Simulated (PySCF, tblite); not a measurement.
# C3H9ClOSi2: geometry, infrared bands and NMR shifts

Wanted: the infrared bands and NMR shifts of C3H9ClOSi2 (`C[C@@H]1C[SiH2]O[Si@H]1Cl`), by calculation.

Programs: tblite 0.8.0 and PySCF 2.14.0, with density-fitted response routines of our own. Each step states its level of theory. These are calculated values for one molecule in the gas phase, unless marked as measured. Atoms count from 0, in the outputs and in this text.

### 1 The starting structure

16 atoms, charge 0, multiplicity 1; geometry from: force field or distance geometry start.

Bonds of the start (Å): C0–C1 1.47, C1–C2 1.52, C2–Si3 1.86, Si3–O4 1.74, O4–Si5 1.74, Si5–Cl6 2.05, Si5–C1 1.89, C0–H7 1.09, C0–H8 1.12, C0–H9 1.12, C1–H10 1.11, C2–H11 1.11, C2–H12 1.09, Si3–H13 1.46, Si3–H14 1.47, Si5–H15 1.46.

### 2 Geometry optimisation with GFN2-xTB

Job settings and geometry (Å):

```
{"job": {"kind": "relax", "xc": "GFN2-xTB", "basis": "xTB"}, "charge": 0, "multiplicity": 1}
C     -1.187400     1.475600    -0.615100
C     -0.274300     0.600900     0.135600
C      0.995500     0.203500    -0.594400
Si     1.695200    -0.979400     0.660200
O      0.332500    -1.775000     1.394700
Si    -0.944900    -1.141500     0.402100
Cl    -2.790200    -1.183300     1.300200
H     -1.001800     1.495500    -1.691200
H     -2.240200     1.119700    -0.455800
H     -1.065200     2.521800    -0.230600
H      0.051000     1.060900     1.093100
H      0.687400    -0.408700    -1.461400
H      1.651900     1.041700    -0.811500
H      2.558800    -1.999400     0.065200
H      2.401500    -0.185800     1.674400
H     -0.877200    -1.837600    -0.876900
```

Launch:

```console
$ OMP_NUM_THREADS=1 python probes_run.py task.json out
```

This one command runs all jobs of the session in turn.

**Question.** This job is followed by: GFN2-xTB harmonic vibrations, gas phase; GIAO PBE0/pcSseg-1 NMR shielding, non-relativistic, gas phase. Predict these results of the whole session: strongest single infrared mode (GFN2-xTB); zero-point energy (GFN2-xTB); ¹³C shifts against TMS (PBE0/pcSseg-1); ¹H shifts against TMS (PBE0/pcSseg-1, means over atoms taken as alike); ²⁹Si shifts against TMS (PBE0/pcSseg-1); ¹⁷O shifts against H2O (PBE0/pcSseg-1); ³⁵Cl shifts against HCl (PBE0/pcSseg-1).

The runs gave:

```
                                                              quantity                                         value
                             strongest single infrared mode (GFN2-xTB)                          679 cm⁻¹, 452 km/mol
                                          zero-point energy (GFN2-xTB)                                 71.7 kcal/mol
                                ¹³C shifts against TMS (PBE0/pcSseg-1)                          26.8, 22.3, 18.7 ppm
¹H shifts against TMS (PBE0/pcSseg-1, means over atoms taken as alike)  5.23, 5.16, 5.15, 1.29, 1.27, 1.24, 0.84 ppm
                               ²⁹Si shifts against TMS (PBE0/pcSseg-1)                                13.3, -7.3 ppm
                                ¹⁷O shifts against H2O (PBE0/pcSseg-1)                                      77.6 ppm
                               ³⁵Cl shifts against HCl (PBE0/pcSseg-1)                                        38 ppm
```

What this shows: Relaxing lowered the energy by 1.204 eV in 78 steps; the close pair that moved most is O4–Si5, from 1.737 to 1.630 Å. All 42 modes are real, so the xTB geometry is a minimum. The strongest single mode, at 679 cm⁻¹, is spread over many atoms; the largest shares are those of H15, Si5. GFN2-xTB is a fitted tight-binding method: band positions and strengths are rough. Its intensities can rank the bands wrongly. At PBE0/pcSseg-1: The largest span, 211 ppm, is at Cl6, where the paramagnetic term is -236 ppm.
